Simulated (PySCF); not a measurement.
**A gas-phase reaction: H2OZn + H2S → H2OSZn + H2**

Aim: the reaction energy of `[OH][ZnH]` + `S` → `[OH][Zn][SH]` + `[H][H]`.

Programs: PySCF 2.14.0. All values are calculated, for the isolated system unless a continuum is named. Atoms count from 0, parts from 1.

## 1. The system as given

Each species was relaxed by itself at PBE0-D3(BJ)/def2-SVPD.

## 2. Energies of the species: wB97M-D3(BJ)/def2-TZVPD

What the job is given:

```
{"job": {"kind": "react", "xc": "wB97M-D3(BJ)", "basis": "def2-TZVPD"}, "charge": 0, "multiplicity": 1}
-1 H2OZn charge 0 multiplicity 1
O      0.473170     0.678360     0.811820
Zn    -0.492380    -0.250640    -0.365090
H      1.422130     0.557400     0.879480
H     -1.402910    -0.985120    -1.326210

-1 H2S charge 0 multiplicity 1
S     -0.009200     0.615470    -0.001630
H     -0.980100    -0.322420    -0.013270
H      0.969460    -0.314260     0.014570

+1 H2OSZn charge 0 multiplicity 1
O     -0.597770     1.626410    -0.815180
Zn    -0.182470    -0.031880    -0.311130
S      0.222360    -2.125250     0.123630
H     -0.320860     2.365010    -0.268400
H      0.878740    -1.834300     1.271090

+1 H2 charge 0 multiplicity 1
H      0.380120     0.004690     0.010860
H     -0.380120    -0.004690    -0.010860
```

Method: wB97M-D3(BJ)/def2-TZVPD reaction energy of separated species, gas phase.

Launch:

```bash
> OMP_NUM_THREADS=1 python cluster_run.py task.json out
```

The driver reads the jobs from task.json and runs them one after another.

**Question.** The jobs that follow are: PBE0-D3(BJ)/def2-TZVPD reaction energy of separated species, gas phase; MP2/def2-TZVPD reaction energy of separated species, gas phase. Predict: reaction energy (wB97M-D3(BJ)/def2-TZVPD); ΔH, ΔG at 298 K (xTB thermal terms). Thermal terms come from harmonic xTB runs on each species.

**Answer**, as computed:

| quantity | value |
| --- | --- |
| reaction energy (wB97M-D3(BJ)/def2-TZVPD) | -13.61 kcal/mol |
| ΔH, ΔG at 298 K (xTB thermal terms) | -14.4, -13.4 kcal/mol |
| range of the reaction energy over the runs of this table | -18.24 to -13.61 kcal/mol |

**Reading.** The reaction is exothermic by 14.4 kcal/mol in the gas phase; dispersion gives -0.34, and xTB itself gave 11.01 for the electronic energy (xTB energies and thermal terms come from the earlier relaxation of each species, not shown). No barrier was sought. xTB and this level differ widely in the electronic energy, so what comes from xTB (the thermal terms above all) is less safe here. The reaction energy runs from -18.24 (MP2/def2-TZVPD) to -13.61 kcal/mol (wB97M-D3(BJ)/def2-TZVPD).
